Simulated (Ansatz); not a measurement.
**Si2W: response to strain**

Si2W is deformed so: equal xx and yy strain of -3 %. What stress and forces result, by LAPW, PAW and all-electron datasets made for the crystal?

Method: DFT LDA, scalar-relativistic, in Ansatz 0.2.0.

**1. The starting structure**

The structure is tetragonal, space group I4/mmm (No. 139). The conventional cell has a = 3.212 Å, b = 3.212 Å, c = 7.880 Å, α = 90.00°, β = 90.00°, γ = 90.00°. Si (site symmetry 4mm) has 5 Si at 2.62 to 2.63 Å and 5 W at 2.62 Å as nearest neighbours. W (site symmetry 4/mmm) is surrounded by 10 Si at 2.62 Å.

Structure file:

```
CELL_PARAMETERS angstrom
-1.60600 1.60600 3.94000
1.60600 -1.60600 3.94000
1.60600 1.60600 -3.94000
ATOMIC_POSITIONS crystal
Si 0.33300 0.33300 0.00000
Si 0.66700 0.66700 0.00000
W 0.00000 0.00000 0.00000
```

Atoms are numbered in the order of the input: Si1, Si2, W3.

**2. The deformed structure**

Space group I4/mmm before, I4/mmm after.

**3. LAPW, all electrons**

The input, input.yaml:

```yaml
crystal:
  lattice:
    - [-1.55782, 1.55782, 3.94]
    - [1.55782, -1.55782, 3.94]
    - [1.55782, 1.55782, -3.94]
  atoms:
    - { symbol: Si, position: [0.333, 0.333, 0.0] }
    - { symbol: Si, position: [0.667, 0.667, 0.0] }
    - { symbol: W, position: [0.0, 0.0, 0.0] }
kpoints:
  mp_grid: { grid: [11, 11, 14] }
  band_path:
    path:
      - [0.0, 0.0, 0.0]
      - [0.0, 0.0, 0.5]
      - [0.25, 0.25, 0.25]
      - [0.0, 0.5, 0.0]
      - [0.0, 0.0, 0.0]
      - [0.5, 0.5, -0.5]
      - [0.2890824801, 0.7109175199, -0.2890824801]
      - [-0.2890824801, 0.2890824801, 0.2890824801]
      - [0.0, 0.0, 0.0]
    npoints: 5
scf:
  occupations: { method: fermi_dirac, width: 0.05 }
hamiltonian:
  xc: lda
  pseudopotentials: { kind: all_electron, lapw: { basis_error: 0.001 } }
output:
  forces: true
  stress: true
  eigenvalues: true
```

Launch:

```bash
$ ansatz run input.yaml --threads 1 --pin off --max-ram 6144MiB --backend cpu --events-out ev --progress --plain --runs-dir out
```

The log of the run, shortened:

```text
Warning: crystal.symmetry: narrowed to the stabiliser of the k-point mesh — unitary ops 16 → 4; excluded 12 operations that carry a point of the 11×11×14 mesh (shift [0, 0, 0]) off the mesh (the run samples exactly the mesh kpoints.mp_grid names, as under crystal.symmetry.detect: false, [...]
LAPW: plane waves up to 8.128 Å⁻¹, error target 1.0e-3 eV per atom; small_component_spin mean_spin; Si in spheres of 1.125 Å, 12 of its electrons in bands, Dirac shells []; W in spheres of 1.441 Å, 38 of its electrons in bands, Dirac shells []
[...]
Pseudopotentials: kind: all_electron
Pseudopotential: Si, LAPW, valence charge 12, Koelling and Harmon's equation, gaussian nucleus
Pseudopotential: W, LAPW, valence charge 38, Koelling and Harmon's equation, gaussian nucleus
Functional definition: SPW92
[...]
Crystal: 3 atoms, lattice volume = 38.246 Å³
Basis set: ecut = 251.6879651764386 eV, 331 PW (Γ), FFT grids on a1+a3, a2+a3, a3, exchange–correlation at level 2
Bands: 38, of which v1, the nominal top of the filled ones, is band 31 counted from 1 (30 counted from 0)
Symmetry: 4 space group operations
k-points: 468 of 1694
[...]
SCF iter   1: F=—  HF=-454679.248293 eV  |F-HF|=—  |Δ(HF+E_count)|=         —  Δρ=2.74e-2  dr2=2.45e-1  ethr=3.95e-4  ⟨swp⟩=2.7  Hψ=115573  notcnv=0
[...]
the basis was enlarged: its passes take 281.0 KiB over the memory plan, 1 of 1 planned eigensolver slots
[...]
SCF iter   9: F=-454679.038007 eV  HF=-454679.038007 eV  |F-HF|=2.82e-8  |Δ(HF+E_count)|=   5.73e-8  Δρ=1.12e-5  dr2=5.16e-8  ethr=8.09e-10  ⟨swp⟩=2.4  Hψ=49874  notcnv=0
[...]
NSCF: frozen V_eff on 41 k-points
SCF converged after 9 iterations
Free energy (F): -454679.038007 eV
[...]
E sigma→0 (E₀):  -454679.036895 eV
Entropy (-TS):   -0.002224 eV (-0.741 meV/atom)
Fermi energy:    21.634155 eV
[...]
--- Forces (eV/Å), atoms counted from 1 ---
  atom   1  Si     0.00004929     0.00004929     0.19212141
  atom   2  Si    -0.00004929    -0.00004929    -0.19212141
  atom   3  W     -0.00000000    -0.00000000     0.00000000
[...]
--- Stress (GPa, compression-positive) ---
       11.914137      -0.016485      -0.010532
       -0.016485      11.914137      -0.010532
       -0.010532      -0.010532      -3.128843
  P = ⅓ Tr σ = 6.8998 GPa (68.998 kbar)
--- Band table (eV; the first three rows and the last of 468) ---
[...]
```

Wall time 2.4 min (1 thread of Arm Neoverse V2, shared host); peak memory 1.7 GiB.

Result: pressure 6.90 GPa; no gap; largest force 0.192 eV/Å.

**4. PAW with frozen cores**

The input, input.yaml:

```yaml
crystal:
  lattice:
    - [-1.55782, 1.55782, 3.94]
    - [1.55782, -1.55782, 3.94]
    - [1.55782, 1.55782, -3.94]
  atoms:
    - { symbol: Si, position: [0.333, 0.333, 0.0] }
    - { symbol: Si, position: [0.667, 0.667, 0.0] }
    - { symbol: W, position: [0.0, 0.0, 0.0] }
kpoints:
  mp_grid: { grid: [11, 11, 14] }
scf:
  occupations: { method: fermi_dirac, width: 0.05 }
hamiltonian:
  xc: lda
  pseudopotentials: { kind: paw }
output:
  forces: true
  stress: true
  eigenvalues: true
  efg: { contact_densities: true }
```

Launch:

```bash
$ ansatz run input.yaml --threads 1 --pin off --max-ram 6144MiB --backend cpu --events-out ev --progress --plain --runs-dir out
```

The log of the run, shortened:

```text
Warning: crystal.symmetry: narrowed to the stabiliser of the k-point mesh — unitary ops 16 → 4; excluded 12 operations that carry a point of the 11×11×14 mesh (shift [0, 0, 0]) off the mesh (the run samples exactly the mesh kpoints.mp_grid names, as under crystal.symmetry.detect: false, [...]
W: output.efg is read without spin–orbit coupling, which moves field gradients at and beside such atoms by some per cent and up to a factor of two; PAW files take it under magnetization.noncollinear and magnetization.spin_orbit
[...]
Pseudopotentials: kind: paw
Pseudopotential: Si, paw, valence charge 4, recommended cutoff 420 eV (normal)
Pseudopotential: W, paw, valence charge 14, recommended cutoff 420 eV (normal)
Functional definition: SPW92
[...]
Crystal: 3 atoms, lattice volume = 38.246 Å³
Basis set: ecut = 420 eV, 769 PW (Γ), FFT grids on a1+a3, a2+a3, a3
Bands: 15, of which v1, the nominal top of the filled ones, is band 11 counted from 1 (10 counted from 0)
Symmetry: 4 space group operations
k-points: 468 of 1694
[...]
  atom   2  Si    -0.00005877    -0.00005877    -0.18784548
  atom   3  W     -0.00000000    -0.00000000     0.00000000
[...]
--- Stress (GPa, compression-positive) ---
       12.011202      -0.017124      -0.010662
       -0.017124      12.011202      -0.010662
       -0.010662      -0.010662      -3.007013
  P = ⅓ Tr σ = 7.0051 GPa (70.051 kbar)
--- PAW observables at the nuclei: V_zz in 10²¹ V/m², potentials from the cell's mean, atoms counted from 1 ---
  atom   1  Si V_zz =    -0.507365   η = 0.0233   by run symmetry: allowed
            electrostatic potential = -1372.207361 V   contact ρ = 12691.057939 e/Å³
  atom   2  Si V_zz =    -0.507365   η = 0.0233   by run symmetry: allowed
            electrostatic potential = -1372.207361 V   contact ρ = 12691.057939 e/Å³
  atom   3  W  V_zz =    -7.827620   η = 0.0149   by run symmetry: allowed
            electrostatic potential = -14814.901101 V   contact ρ = 8788626.585466 e/Å³
--- Band table (eV; the first three rows and the last of 468) ---
  k-point 0: bands = ["-56.0884", "-20.4685", "-20.3390", "-20.3382", "3.0446", "10.3210", "13.4273", "13.9258", "14.7264", "14.7268", "18.4862", "20.3534", "20.8167", "21.2079", "21.2084"]
[...]
```

Wall time 11 s (1 thread of Arm Neoverse V2, shared host); peak memory 0.53 GiB.

Result: pressure 7.01 GPa; no gap; largest force 0.188 eV/Å; Vzz Si1 -0.5, W3 -7.8 (10²¹ V/m²).

**5. Datasets made for this crystal**

input.yaml: that of step 4 with these lines changed.

```diff
@@ -15,3 +15,3 @@
   xc: lda
-  pseudopotentials: { kind: paw }
+  pseudopotentials: { kind: all_electron, datasets: crystal }
 output:
```

Launch:

```bash
$ ansatz run input.yaml --threads 1 --pin off --max-ram 6144MiB --backend cpu --events-out ev --progress --plain --runs-dir out
```

The log of the run, shortened:

```text
Warning: crystal.symmetry: narrowed to the stabiliser of the k-point mesh — unitary ops 16 → 4; excluded 12 operations that carry a point of the 11×11×14 mesh (shift [0, 0, 0]) off the mesh (the run samples exactly the mesh kpoints.mp_grid names, as under crystal.symmetry.detect: false, [...]
W: output.efg is read without spin–orbit coupling, which moves field gradients at and beside such atoms by some per cent and up to a factor of two; PAW files take it under magnetization.noncollinear and magnetization.spin_orbit
[...]
Pseudopotentials: kind: all_electron
Pseudopotential: Si, paw, valence charge 12, recommended cutoff 320 eV (normal), Koelling and Harmon's equation, gaussian nucleus
Pseudopotential: W, paw, valence charge 28, recommended cutoff 320 eV (normal), Koelling and Harmon's equation, gaussian nucleus
Functional definition: SPW92
[...]
Crystal: 3 atoms, lattice volume = 38.246 Å³
Basis set: ecut = 320 eV, 511 PW (Γ), FFT grids on a1+a3, a2+a3, a3
[...]
  atom   2  Si    -0.00004882    -0.00004882    -0.19184331
  atom   3  W     -0.00000000     0.00000000     0.00000000
[...]
--- Stress (GPa, compression-positive) ---
       11.911691      -0.016461      -0.010535
       -0.016461      11.911691      -0.010535
       -0.010535      -0.010535      -3.133507
  P = ⅓ Tr σ = 6.8966 GPa (68.966 kbar)
  It holds what live shells' own plane waves past their cutoff add
--- PAW observables at the nuclei: V_zz in 10²¹ V/m², potentials from the cell's mean, atoms counted from 1 ---
  atom   1  Si V_zz =    -0.479037   η = 0.0251   by run symmetry: allowed
            electrostatic potential = -1368.954190 V   contact ρ = 12699.864892 e/Å³
  atom   2  Si V_zz =    -0.479037   η = 0.0251   by run symmetry: allowed
            electrostatic potential = -1368.954190 V   contact ρ = 12699.864892 e/Å³
  atom   3  W  V_zz =    -7.722383   η = 0.0152   by run symmetry: allowed
            electrostatic potential = -14808.663373 V   contact ρ = 8783991.231792 e/Å³
--- Band table (eV; the first three rows and the last of 468) ---
  k-point 0: bands = ["7.0518", "14.3277", "17.4350", "17.9345", "18.7318", "18.7323", "22.4905", "24.3667", "24.8219"]
[...]
```

It took 3 min on 1 thread of Arm Neoverse V2, shared host; peak memory 3.2 GiB.

Result: pressure 6.90 GPa; no gap; largest force 0.192 eV/Å; Vzz Si1 -0.5, W3 -7.7 (10²¹ V/m²).

**6. Stress and forces compared**

Stress (GPa, compression positive):

```
          method     xx     yy     zz     yz     xz     xy
            LAPW  11.91  11.91  -3.13  -0.01  -0.01  -0.02
             PAW  12.01  12.01  -3.01  -0.01  -0.01  -0.02
crystal datasets  11.91  11.91  -3.13  -0.01  -0.01  -0.02
```

Forces (eV/Å):

```csv
atom,LAPW x,LAPW y,LAPW z,PAW x,PAW y,PAW z,crystal datasets x,crystal datasets y,crystal datasets z
Si1,0.000,0.000,0.192,0.000,0.000,0.188,0.000,0.000,0.192
Si2,0.000,0.000,-0.192,0.000,0.000,-0.188,0.000,0.000,-0.192
W3,0.000,0.000,0.000,0.000,0.000,0.000,0.000,0.000,0.000
```

| method | pressure (GPa) | largest force (eV/Å) | Vzz Si1 (10²¹ V/m²) | Vzz W3 (10²¹ V/m²) | SCF cycles, all passes |
| --- | --- | --- | --- | --- | --- |
| LAPW | 6.90 | 0.192 | – | – | 9 |
| PAW | 7.01 | 0.188 | -0.51 | -7.83 | 6 |
| crystal datasets | 6.90 | 0.192 | -0.48 | -7.72 | 10 |

**7. Summary of results**

| quantity | value |
| --- | --- |
| pressure | LAPW 6.90, PAW 7.01, crystal datasets 6.90 GPa |
| largest shear or deviatoric stress (LAPW) | 10.03 GPa |

**Reading.** The largest part of the stress beyond the pressure is 10.03 GPa in size, in the zz component; the atoms are carried along and not relaxed. No run of the undeformed cell stands beside it, so the pressure holds what the given cell had before the change. PAW: stress within 0.12 GPa of LAPW, forces within 4 meV/Å. Crystal datasets: stress within 0.01 GPa of LAPW, forces within 1 meV/Å. Spin-orbit coupling is left out, though the cell holds W; in elements this heavy it can shift bands and gaps by tenths of an eV. The k mesh doesn't keep the crystal's whole symmetry, which leaves small spurious terms.
